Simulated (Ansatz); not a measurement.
# CH7AlSeSi: one species, many methods

How much do the methods differ for CH7AlSeSi? The plan is to run it at one geometry with functionals of several rungs and with coupled cluster, and see how far each lands from CCSD(T) at the basis-set limit for the atomisation energy.

Program: Ansatz 0.2.0, Gaussian basis. Level of theory: functionals in def2-TZVPP, the program's frozen cores in correlated methods. These are calculated values, not measurements.

Plan: PBE-D4, r2SCAN-D4, PBE0-D4, B3LYP-D4, ωB97X-V, ωB97M-V, B2PLYP; CCSD(T)/def2-TZVPP; MP2/def2-QZVPP; extrapolation to the limit.

## Step 1: The relaxed structure

An earlier PBE0-D4 in a triple-zeta def2 set relaxation fixed the geometry.

SMILES `[AlH2][CH2][SiH2][SeH]`, 11 atoms, charge 0, spin multiplicity 1.

Atoms are counted from 1 here; the program's logs count them from 0.

Bond lengths: Al1–C2 2.010 Å, Al1–H5 1.590 Å, Al1–H6 1.592 Å, C2–Si3 1.830 Å, C2–H7 1.092 Å, C2–H8 1.093 Å, Si3–Se4 2.363 Å, Si3–H9 1.486 Å, Si3–H10 1.483 Å, Se4–H11 1.471 Å. Angles: C2–Al1–H5 118.0°, C2–Al1–H6 115.8°, H5–Al1–H6 122.0°, Al1–C2–Si3 97.9°, Al1–C2–H7 114.6°, Al1–C2–H8 110.3°, Si3–C2–H7 112.7°, Si3–C2–H8 111.5°, H7–C2–H8 109.4°, C2–Si3–Se4 101.7°, C2–Si3–H9 120.3°, C2–Si3–H10 114.5°, Se4–Si3–H9 106.1°, Se4–Si3–H10 101.5°, H9–Si3–H10 110.1°, Si3–Se4–H11 92.7°.

## Step 2: PBE-D4 (GGA)

in.yaml reads:

```yaml
crystal:
  periodic: [false, false, false]
  atoms:
    - {symbol: Al, position_ang: [-1.202645, 0.999637, -0.045444]}
    - {symbol: C, position_ang: [0.647910, 0.660990, -0.752596]}
    - {symbol: Si, position_ang: [1.120426, -0.674300, 0.406877]}
    - {symbol: Se, position_ang: [-0.988503, -1.396619, 1.191023]}
    - {symbol: H, position_ang: [-2.429905, 0.801617, -1.037368]}
    - {symbol: H, position_ang: [-1.293346, 1.951230, 1.227581]}
    - {symbol: H, position_ang: [1.319264, 1.520919, -0.701812]}
    - {symbol: H, position_ang: [0.599127, 0.299289, -1.783292]}
    - {symbol: H, position_ang: [1.812921, -1.890389, -0.092411]}
    - {symbol: H, position_ang: [1.757893, -0.203094, 1.660507]}
    - {symbol: H, position_ang: [-1.277741, -2.126278, -0.052562]}
basis:
  gaussian: {orbitals: def2-TZVPP}
hamiltonian: {xc: pbe, dispersion: d4}
output: {forces: true, orbitals: {seedname: orbitals}}
```

Command:

```bash
$ ansatz run in.yaml --threads 4 --pin off --events-out ev --progress --plain --max-ram 10444MiB
```

After this run come: r2SCAN-D4 (meta-GGA); PBE0-D4 (hybrid); B3LYP-D4 (hybrid); ωB97X-V (range-separated); ωB97M-V (range-separated); B2PLYP (double hybrid); CCSD(T) in def2-TZVPP; MP2 in def2-QZVPP.

Q: Predict the results of all the runs planned. Wanted: atomisation energy, CCSD(T)/CBS; farthest; mean size of error, hybrid; mean size of error, range-separated; gap, smallest and largest; T1 diagnostic; triples share of the correlation energy.

**Answer**, as computed:

| quantity | value |
| --- | --- |
| atomisation energy, CCSD(T)/CBS | 35.101 eV |
| functionals within 0.351 eV (1.0 %) | PBE-D4, r2SCAN-D4, B3LYP-D4, ωB97X-V, ωB97M-V |
| farthest | B2PLYP (-0.764 eV) |
| mean size of error, hybrid | 0.326 eV |
| mean size of error, range-separated | 0.100 eV |
| gap, smallest and largest | 4.96 eV (PBE-D4), 11.25 eV (ωB97X-V) |
| T1 diagnostic | 0.0099 |
| triples share of the correlation energy | 3.7 % |

What this shows: PBE-D4 misses by -0.207 eV. Double hybrids carry the basis error of their MP2 part in triple zeta, and no dispersion term here, so their miss is partly the set-up's. The reference freezes the cores and leaves out relativity and excitations past (T), and its outer-core shells are covered unevenly, so misses under about 0.351 eV can't be ranked. All levels share the lack of spin-orbit coupling, which lowers the free heavy atoms and so the true binding. Hartree-Fock recovers 74 % of the binding; the rest is correlation. Orbital gaps span 5.0 to 11.2 eV; exact exchange widens them. Correlated methods include outer-core shells of Se, which these sets cover unevenly.
